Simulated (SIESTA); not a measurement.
BiTe:

```
Bi Te
1.0
     0.00000    3.23500    3.23500
     3.23500    0.00000    3.23500
     3.23500    3.23500    0.00000
Bi Te
1 1
Direct
  0.00000 0.00000 0.00000
  0.50000 0.50000 0.50000
```

Base run:

* Program: SIESTA 5.4.2
* Functional: PBEsol
* Potentials or basis: PseudoDojo 0.4 standard (PBEsol files)
* Basis: DZP (energy shift 0.003 Ry; two zetas on semicore shells)
* Grid cutoff: 500 Ry
* Energy shift: 0.003 Ry
* k mesh: 7 × 7 × 7
* Occupations: fermi-dirac, width 0.05 eV
* Spin: no spin polarisation

Its results: band gap on the k mesh none (metal or under the smearing width); pressure -0.8 GPa.

After a change of settings the same cell gave: band gap on the k mesh none (metal or under the smearing width); pressure -1.9 GPa. Which change was it?
A. functional from PBEsol to RPBE; potentials or basis from PseudoDojo 0.4 standard (PBEsol files) to PseudoDojo 0.4 standard (PBE files)
B. functional from PBEsol to LDA; potentials or basis from PseudoDojo 0.4 standard (PBEsol files) to PseudoDojo 0.4 standard (LDA files)
C. functional from PBEsol to AM05
D. functional from PBEsol to PBE; potentials or basis from PseudoDojo 0.4 standard (PBEsol files) to PseudoDojo 0.4 standard (PBE files)

B.

Caveats: spin-orbit coupling is left out, which moves the levels of the heavy elements; the basis of atomic orbitals isn't converged, which shifts pressures, moduli and gaps.
